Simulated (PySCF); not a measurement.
# BeCl: bond curves at several levels of theory

One job finds the state of BeCl, follows it along the bond with each method and fits the curves.

Computed with PySCF 2.14.0. Level: Be def2-TZVPP, Cl def2-TZVPP, no relativity.

### Step 1. Set-up

A driver script around PySCF takes these settings:

- atoms: Be, Cl
- charge: 0
- basis: Be def2-TZVPP, Cl def2-TZVPP
- Hamiltonian: no relativity
- basis functions: 61
- electrons treated: 21
- masses in u: 9.0122, 34.9689
- levels: PBE0, PBE, r²SCAN, MN15, B3LYP, BHandHLYP, r²SCAN0, CAM-B3LYP, HF, MP2, SCS-MP2, CCSD, CCSD(T)
- grid: 80 radial by 434 angular points
- occupations: held fixed by the projection of orbital angular momentum
- dissociation limit: Be + Cl, each in its ground configuration
- starting distance in angstrom: 1.930
- values of 2S to try: 1, 3

The run is started by

```console
OMP_NUM_THREADS=1 python dia.py task.json out
```

Further steps of the session: First curve: PBE0; Higher solutions at PBE0; PBE; r²SCAN; MN15 (hybrid meta-GGA); B3LYP; BHandHLYP (global hybrid GGA); r²SCAN0 (hybrid meta-GGA); CAM-B3LYP (range-separated hybrid); UHF (mean field); Adding correlation.

**Question.** What will these runs give? Wanted: for each run, Re; ωe; De; μ.

The runs gave:

Lowest PBE0 solution found, without spin–orbit coupling: ²Σ⁺ (doublet), unpaired electrons σ ↑. State 2 has its PBE0 minimum 6.23 eV higher. The other levels ran on the lowest alone.

```tsv
level	Re (Å)	ωe (cm⁻¹)	De (eV)	μ (D)
UHF	1.822	835	3.55	-1.09
UHF-MP2	1.822	826	4.17	n/a
UHF-SCS-MP2	1.825	822	3.91	n/a
UHF-CCSD	1.822	824	3.53	n/a
UHF-CCSD(T)	1.824	820	3.62	n/a
PBE	1.821	809	4.27	-0.70
r²SCAN	1.817	822	4.42	-0.83
B3LYP	1.816	817	4.04	-0.85
PBE0	1.813	828	4.21	-0.81
r²SCAN0	1.812	832	4.30	-0.90
MN15	1.810	828	4.13	-1.08
BHandHLYP	1.809	836	3.94	-0.94
CAM-B3LYP	1.809	831	4.06	-0.86
```

De is counted to Be + Cl in their ground configurations. A positive dipole means Be(−)Cl(+).

Differences from CCSD(T) in the same basis:

```tsv
level	Re (mÅ)	ωe (%)
UHF	-2	+1.7
UHF-MP2	-2	+0.7
UHF-SCS-MP2	+1	+0.2
UHF-CCSD	-2	+0.5
PBE	-3	-1.3
r²SCAN	-7	+0.2
B3LYP	-7	-0.4
PBE0	-11	+1.0
r²SCAN0	-12	+1.4
MN15	-14	+0.9
BHandHLYP	-15	+1.9
CAM-B3LYP	-15	+1.3
```

In words: Against CCSD(T) in the same basis, the bond length is nearest at UHF-SCS-MP2 (+1 mÅ) and farthest at BHandHLYP and CAM-B3LYP (-15 mÅ); the wavenumber is nearest at UHF-SCS-MP2 and r²SCAN (+0.2 %) and farthest at BHandHLYP (+1.9 %). Of the levels with a De here, UHF-CCSD gives the least (3.53 eV) and r²SCAN the most (4.42 eV).

Correlated steps freeze 5 core orbitals.
